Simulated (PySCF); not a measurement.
# One shape, several levels: C2H10BSi− (SMILES CC[BH2-][SiH3])

Wanted: a comparison of 6 runs (HF/STO-3G, HF/3-21G, B3LYP/6-31G*, B3LYP/def2-SVP, TPSS/def2-SVP, r2SCAN/6-31G**) of C2H10BSi−. Input form: a Python script.

The results are computed with PySCF 2.14.0.

## (1) The molecule

C2H10BSi−: 14 atoms, total charge -1, spin state singlet. As SMILES, `CC[BH2-][SiH3]`. Geometry: relaxed at GFN2-xTB. This is one conformer, not always the lowest.

Bond lengths: C1–C2 1.528 Å, C2–B3 1.660 Å, B3–Si4 1.975 Å, C1–H5 1.099 Å, C1–H6 1.091 Å, C1–H7 1.091 Å, C2–H8 1.099 Å, C2–H9 1.099 Å, B3–H10 1.229 Å, B3–H11 1.228 Å, Si4–H12 1.498 Å, Si4–H13 1.498 Å, Si4–H14 1.498 Å. Some angles: C1–C2–B3 113.5°, C2–B3–Si4 110.0°, C1–C2–H8 107.8°, C1–C2–H9 107.8°, B3–C2–H8 110.8°, B3–C2–H9 110.8°, C2–C1–H5 112.8°, C2–C1–H6 110.2°, C2–C1–H7 110.2°, C2–B3–H10 108.9°.

## (2) Energy and forces at HF/STO-3G (run 1)

The input, input.py:

```python
# CC[BH2-][SiH3]
import pyscf.grad
from pyscf import gto, scf

mol = gto.M(
    atom='''
C     -0.845240     1.995410     0.161270
C     -0.741110     0.490930    -0.081980
B      0.785630    -0.113290     0.159590
Si     0.805880    -2.057970    -0.182770
H     -1.862410     2.381540     0.009080
H     -0.544660     2.232630     1.182430
H     -0.177340     2.532380    -0.513280
H     -1.082770     0.291840    -1.107860
H     -1.466420    -0.006940     0.577390
H      1.132270     0.128300     1.313260
H      1.567640     0.465060    -0.590310
H      2.083820    -2.824110    -0.028990
H     -0.072840    -2.949860     0.639590
H      0.417540    -2.565920    -1.537430
''',
    max_memory=1860,
    charge=-1,
    basis='sto-3g',
    verbose=4,
)

mf = scf.RHF(mol)
mf.conv_tol = 1e-10
mf.kernel()
if not mf.converged:
    mf = mf.newton().run(mf.mo_coeff, mf.mo_occ)

etot = mf.e_tot
print('E(%s) = %.9f' % ('HF', etot))
grad = mf.Gradients().kernel()
dip = mf.dip_moment()
pop, q = mf.mulliken_pop()
```

On the command line:

```
$ OMP_NUM_THREADS=1 python input.py
```

Log:

```text
PySCF version 2.14.0

[... 66 lines left out ...]
converged SCF energy = -390.513013370143
[... 13 lines left out ...]
WARN: System has nonzero charge -1; the dipole moment is origin-dependent.
[... 2 lines left out ...]
Dipole moment(X, Y, Z, Debye): -2.95887,  2.85894, -0.17333
[... 49 lines left out ...]
charge of   13H =     -0.24919
```

Run time: 2.8 s. Hardware: 1 thread of Intel Xeon at 2.70GHz, shared host; peak memory 0.12 GiB.

## (3) Energy and gradient at HF/3-21G (run 2)

The input, job.py:

```python
# CC[BH2-][SiH3]
from pyscf import gto

mol = gto.M(
    atom=[
    ('C', (-0.845240, 1.995410, 0.161270)),
    ('C', (-0.741110, 0.490930, -0.081980)),
    ('B', (0.785630, -0.113290, 0.159590)),
    ('Si', (0.805880, -2.057970, -0.182770)),
    ('H', (-1.862410, 2.381540, 0.009080)),
    ('H', (-0.544660, 2.232630, 1.182430)),
    ('H', (-0.177340, 2.532380, -0.513280)),
    ('H', (-1.082770, 0.291840, -1.107860)),
    ('H', (-1.466420, -0.006940, 0.577390)),
    ('H', (1.132270, 0.128300, 1.313260)),
    ('H', (1.567640, 0.465060, -0.590310)),
    ('H', (2.083820, -2.824110, -0.028990)),
    ('H', (-0.072840, -2.949860, 0.639590)),
    ('H', (0.417540, -2.565920, -1.537430)),
],
    charge=-1,
    verbose=4,
    max_memory=1860,
    basis='3-21g',
)

calc0 = mol.RHF()
calc0.conv_tol = 1e-10
calc0.kernel()
if not calc0.converged:
    calc0 = calc0.newton().run(calc0.mo_coeff, calc0.mo_occ)

e_final = calc0.e_tot
print('E = %.10f Eh' % e_final)
grad = calc0.nuc_grad_method().kernel()
dip = calc0.dip_moment()
pop, q = calc0.mulliken_pop()
```

On the command line:

```
$ OMP_NUM_THREADS=1 python job.py
```

Log:

```text
PySCF version 2.14.0

[... 68 lines left out ...]
converged SCF energy = -393.033035426505
[... 13 lines left out ...]
WARN: System has nonzero charge -1; the dipole moment is origin-dependent.
[... 2 lines left out ...]
Dipole moment(X, Y, Z, Debye): -3.10702,  3.55755, -0.08312
[... 75 lines left out ...]
charge of   13H =     -0.25718
```

Wall time 2.5 s (1 thread of Intel Xeon at 2.70GHz, shared host); peak memory 0.13 GiB.

Runs 3 to 5 aren't shown in full; the table further down has their settings and results.

## (4) Energy and gradient at r2SCAN/6-31G(d,p) (spherical functions) (run 6)

The input, start.xyz:

```xyz
14

C     -0.845240     1.995410     0.161270
C     -0.741110     0.490930    -0.081980
B      0.785630    -0.113290     0.159590
Si     0.805880    -2.057970    -0.182770
H     -1.862410     2.381540     0.009080
H     -0.544660     2.232630     1.182430
H     -0.177340     2.532380    -0.513280
H     -1.082770     0.291840    -1.107860
H     -1.466420    -0.006940     0.577390
H      1.132270     0.128300     1.313260
H      1.567640     0.465060    -0.590310
H      2.083820    -2.824110    -0.028990
H     -0.072840    -2.949860     0.639590
H      0.417540    -2.565920    -1.537430
```

The input, input.py:

```python
import pyscf.grad
from pyscf import gto, dft

mol = gto.M(
    atom='start.xyz',
    verbose=4,
    charge=-1,
    max_memory=1860,
    basis='6-31g**',
)

mf = dft.RKS(mol, xc='r2scan')
mf.conv_tol = 1e-10
mf.grids.level = 5
mf.kernel()
if not mf.converged:
    mf = mf.newton().run(mf.mo_coeff, mf.mo_occ)

e_final = mf.e_tot
print('Final energy', e_final)
grad = mf.Gradients().kernel()
dip = mf.dip_moment()
pop, q = mf.mulliken_pop()
```

On the command line:

```
$ OMP_NUM_THREADS=1 python input.py
```

Log:

```text
PySCF version 2.14.0

[... 87 lines left out ...]
converged SCF energy = -396.474219873958
Final energy -396.4742198739575
[... 13 lines left out ...]
WARN: System has nonzero charge -1; the dipole moment is origin-dependent.
[... 2 lines left out ...]
Dipole moment(X, Y, Z, Debye): -3.06811,  3.59060, -0.06739
[... 125 lines left out ...]
charge of   13H =     -0.15171
```

It took 92 s on 1 thread of Intel Xeon at 2.70GHz, shared host; peak memory 1.2 GiB.

## (5) The series

```
run                                 level  integration grid  energy (Eh)  HOMO energy (eV)  LUMO energy (eV)  HOMO–LUMO gap (eV)  wall time
  1                             HF/STO-3G                 –  -390.513013             -1.95             19.36               21.31      2.8 s
  2                              HF/3-21G                 –  -393.033035             -4.58             10.26               14.85      2.5 s
  3    B3LYP/6-31G* (spherical functions)                 5  -396.597611             -1.53              6.54                8.06       45 s
  4                        B3LYP/def2-SVP                 5  -396.455871             -1.72              5.74                7.47       48 s
  5                         TPSS/def2-SVP                 5  -396.485895             -0.91              5.51                6.42       85 s
  6  r2SCAN/6-31G** (spherical functions)                 5  -396.474220             -0.87              6.20                7.07       92 s
```

## (6) Outcome

```
                                                    quantity          value
                                         run 6: total energy  -396.47422 Eh
                                          run 6: HOMO energy       -0.87 eV
                                          run 6: LUMO energy        6.20 eV
run 6: HOMO–LUMO gap (to an unbound level, set by the basis)        7.07 eV
                             run 6: largest force on an atom     1.103 eV/Å
```

What this shows: The HOMO–LUMO gap runs from 6.42 eV (TPSS/def2-SVP) to 21.31 eV (HF/STO-3G). The two ends differ in method and basis. The empty levels of an anion lie above zero and hang on the basis. Totals of different functionals can't be ranked against each other. In run 1 the basis is minimal, so the values are rough. All runs together took 4.6 min, the longest 92 s.
